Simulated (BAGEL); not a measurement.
# C2F6 (hexafluoroethane): a chain of runs

We compute a single-point energy (HF/6-31G*), then a single-point energy (NEVPT2(2,2)/6-31G*) of C2F6 (hexafluoroethane). 

Program for the calculation: BAGEL 1.2.2.

## 1. The structure to begin with

C2F6: 8 atoms, total charge 0, spin state singlet. SMILES: `FC(F)(F)C(F)(F)F`. The C2–C5 distance was set to 2.943 Å, away from the relaxed value. At this shape a bond of the SMILES string is far longer than usual.

Bond lengths: F1–C2 1.325 Å, C2–F3 1.325 Å, C2–F4 1.325 Å, C5–F6 1.325 Å, C5–F7 1.325 Å, C5–F8 1.325 Å. Angles: F1–C2–F3 109.1°, F1–C2–F4 109.1°, F3–C2–F4 109.1°, F6–C5–F7 109.1°, F6–C5–F8 109.1°, F7–C5–F8 109.1°.

## 2. A single-point energy at HF/6-31G(d) (density fitting with svp-jkfit, spherical functions) (run 1)

input.json

```json
{ "bagel": [

{
  "title": "molecule",
  "basis": "6-31gs.json",
  "df_basis": "svp-jkfit",
  "geometry": [
    { "atom": "F", "xyz": [     4.26769701,    -2.80129032,     1.99021987 ] },
    { "atom": "C", "xyz": [     3.50628856,    -2.10216725,    -0.29050949 ] },
    { "atom": "F", "xyz": [     5.27019672,    -0.66865880,    -1.34121611 ] },
    { "atom": "F", "xyz": [     3.15840888,    -4.14176755,    -1.70083099 ] },
    { "atom": "C", "xyz": [    -1.25226481,     0.75073150,     0.10372707 ] },
    { "atom": "F", "xyz": [    -0.90139936,     2.79617105,     1.50490230 ] },
    { "atom": "F", "xyz": [    -2.01951251,     1.44034925,    -2.17790936 ] },
    { "atom": "F", "xyz": [    -3.01316831,    -0.67888411,     1.16465711 ] }
  ]
},

{
  "title": "hf"
},

{
  "title": "print",
  "file": "orbitals.molden",
  "orbitals": "true"
}

]}
```

The basis set 6-31G* is read from a file made from the Basis Set Exchange's data (not shown).

Launch:

```
$ BAGEL_NUM_THREADS=1 BAGEL input.json > input.out
```

Log:

```text
* using 1 threads per process

  ===============================================================
  ===============================================================

  *** Geometry ***

  { "atom" : "F", "xyz" : [      4.267697,     -2.801290,      1.990220 ] },
  { "atom" : "C", "xyz" : [      3.506289,     -2.102167,     -0.290509 ] },
  { "atom" : "F", "xyz" : [      5.270197,     -0.668659,     -1.341216 ] },
  { "atom" : "F", "xyz" : [      3.158409,     -4.141768,     -1.700831 ] },
  { "atom" : "C", "xyz" : [     -1.252265,      0.750731,      0.103727 ] },
  { "atom" : "F", "xyz" : [     -0.901399,      2.796171,      1.504902 ] },
  { "atom" : "F", "xyz" : [     -2.019513,      1.440349,     -2.177909 ] },
  { "atom" : "F", "xyz" : [     -3.013168,     -0.678884,      1.164657 ] },

  Number of auxiliary basis functions:      612

  Since a DF basis is specified, we compute 2- and 3-index integrals:
    o Being stored without compression. Storage requirement is 0.061 GB

  Number of basis functions:      112
  Number of electrons      :       66

    * METHOD: MOLECULE                             0.32

  *** RHF ***

  === Nuclear Repulsion ===
   394.1637166580

      * DIIS with orbital gradients will be used.

  === RHF iteration (6-31gs.json) ===
      0       -671.68643208          0.02380154           0.14
      1       -671.94795915          0.01690668           0.14
      2       -672.14301196          0.00119816           0.15
      3       -672.14611673          0.00024153           0.13
      4       -672.14625142          0.00007148           0.14
      5       -672.14626284          0.00001778           0.14
      6       -672.14626339          0.00000315           0.14
      7       -672.14626341          0.00000093           0.14
      8       -672.14626341          0.00000033           0.14
      9       -672.14626341          0.00000009           0.14
     10       -672.14626341          0.00000002           0.15
     11       -672.14626341          0.00000001           0.14
     12       -672.14626341          0.00000001           0.13
    * SCF iteration converged.

    * Permanent dipole moment:
           (    0.000053,     0.000054,     0.000057) a.u.

    * METHOD: HF                                   2.10

    * METHOD: PRINT                                0.01

  ===============================================================
```

It took 2.8 s on 1 thread of Intel Xeon 6975P-C (Granite Rapids), shared host; peak memory 0.21 GiB.

## 3. The energy at NEVPT2(2,2)/6-31G(d) (density fitting with svp-jkfit, spherical functions) (run 2)

Changes to input.json since step 2:

```diff
@@ -6,2 +6,3 @@
   "df_basis": "svp-jkfit",
+  "angstrom": false,
   "geometry": [
@@ -18,11 +19,7 @@
 
-{
-  "title": "hf"
-},
+{ "title": "hf" },
 
-{
-  "title": "print",
-  "file": "orbitals.molden",
-  "orbitals": "true"
-}
+{ "title": "nevpt2", "nstate": 1, "nact": 2, "nclosed": 32, "active": [33, 34], "maxiter": 200, "natocc": true, "ncore": 8 },
+
+{ "title": "print", "file": "orbitals.molden", "orbitals": true }
```

The basis set 6-31G* is read from a file made from the Basis Set Exchange's data (not shown).

Launch:

```
$ BAGEL_NUM_THREADS=1 BAGEL input.json > input.out
```

Log:

```text
* using 1 threads per process

  ===============================================================
  ===============================================================

  *** Geometry ***

  { "atom" : "F", "xyz" : [      4.267697,     -2.801290,      1.990220 ] },
  { "atom" : "C", "xyz" : [      3.506289,     -2.102167,     -0.290509 ] },
  { "atom" : "F", "xyz" : [      5.270197,     -0.668659,     -1.341216 ] },
  { "atom" : "F", "xyz" : [      3.158409,     -4.141768,     -1.700831 ] },
  { "atom" : "C", "xyz" : [     -1.252265,      0.750731,      0.103727 ] },
  { "atom" : "F", "xyz" : [     -0.901399,      2.796171,      1.504902 ] },
  { "atom" : "F", "xyz" : [     -2.019513,      1.440349,     -2.177909 ] },
  { "atom" : "F", "xyz" : [     -3.013168,     -0.678884,      1.164657 ] },

  Number of auxiliary basis functions:      612

  Since a DF basis is specified, we compute 2- and 3-index integrals:
    o Being stored without compression. Storage requirement is 0.061 GB

  Number of basis functions:      112
  Number of electrons      :       66

    * METHOD: MOLECULE                             0.35

  *** RHF ***

  === Nuclear Repulsion ===
   394.1637166580

      * DIIS with orbital gradients will be used.

  === RHF iteration (6-31gs.json) ===
      0       -671.68643208          0.02380154           0.15
      1       -671.94795915          0.01690668           0.13
      2       -672.14301196          0.00119816           0.14
      3       -672.14611673          0.00024153           0.14
      4       -672.14625142          0.00007148           0.14
      5       -672.14626284          0.00001778           0.14
      6       -672.14626339          0.00000315           0.16
      7       -672.14626341          0.00000093           0.14
      8       -672.14626341          0.00000033           0.14
      9       -672.14626341          0.00000009           0.13
     10       -672.14626341          0.00000002           0.16
     11       -672.14626341          0.00000001           0.14
     12       -672.14626341          0.00000001           0.15
    * SCF iteration converged.

    * Permanent dipole moment:
           (    0.000053,     0.000054,     0.000057) a.u.

    * METHOD: HF                                   2.09

    * freezing 8 orbitals
  ---------------------------
      CASSCF calculation
  ---------------------------

    ==== Active orbitals : =====
         Orbital 33
         Orbital 34
    ============================

    * nstate   :      1
    * nclosed  :     32
    * nact     :      2
    * nvirt    :     78
  === CASSCF iteration (6-31gs.json) ===

    * Using the second-order algorithm

      0  0      -672.23133528     4.54e-03      0.03

      1  0      -672.25535748     5.89e-04      0.81

      2  0      -672.25553512     7.84e-05      0.73

      3  0      -672.25553909     1.26e-05      0.73

      4  0      -672.25553919     2.00e-06      0.70

      5  0      -672.25553919     3.20e-07      0.72

      6  0      -672.25553919     5.10e-08      0.68

      7  0      -672.25553919     8.14e-09      0.60

    * Second-order optimization converged. *

     guess   0:   closed 1.                   open ..

  === FCI iteration ===

      0  0      -672.13171708     1.03e-01      0.00
      1  0      -672.25553919     4.02e-07      0.00
      2  0 *    -672.25553919     1.01e-15      0.00

     * ci vector, state   0, <S^2> = 0.0000
       2.     0.8570112140
       .2    -0.5152977577

  === DF-NEVPT2 calculation ===

    * 3-index integral transformation done
    * assembly done

      NEVPT2 correlation energy:   -1.2266422055      0.48

          (+0)     -1.1018191351
          (+0)'    -0.0124024255
          (+1)     -0.0537230269
          (+1)'    -0.0000000000
          (+2)     -0.0003495128
          (-1)     -0.0576651165
          (-1)'     0.0000000000
          (-2)     -0.0006829888

      NEVPT2 total energy:       -673.4821813996

    * METHOD: NEVPT2                               6.10

    * METHOD: PRINT                                0.02

  ===============================================================
```

Run time: 9 s. Hardware: 1 thread of Intel Xeon 6975P-C (Granite Rapids), shared host; peak memory 0.22 GiB.

## 4. Results

| quantity | value |
| --- | --- |
| run 1, HF/6-31G*: total energy | -672.14626 Eh |
| run 1, HF/6-31G*: dipole moment | 0.00 D |
| run 1, HF/6-31G*: HOMO energy | -9.88 eV |
| run 1, HF/6-31G*: LUMO energy | -1.00 eV |
| run 1, HF/6-31G*: HOMO–LUMO gap | 8.88 eV |
| run 2, NEVPT2(2,2)/6-31G*: total energy | -673.48218 Eh |

What this shows: One bond (run 1, HF/6-31G*) is far stretched, which a spin-restricted single reference describes badly; a broken-symmetry solution may lie lower.
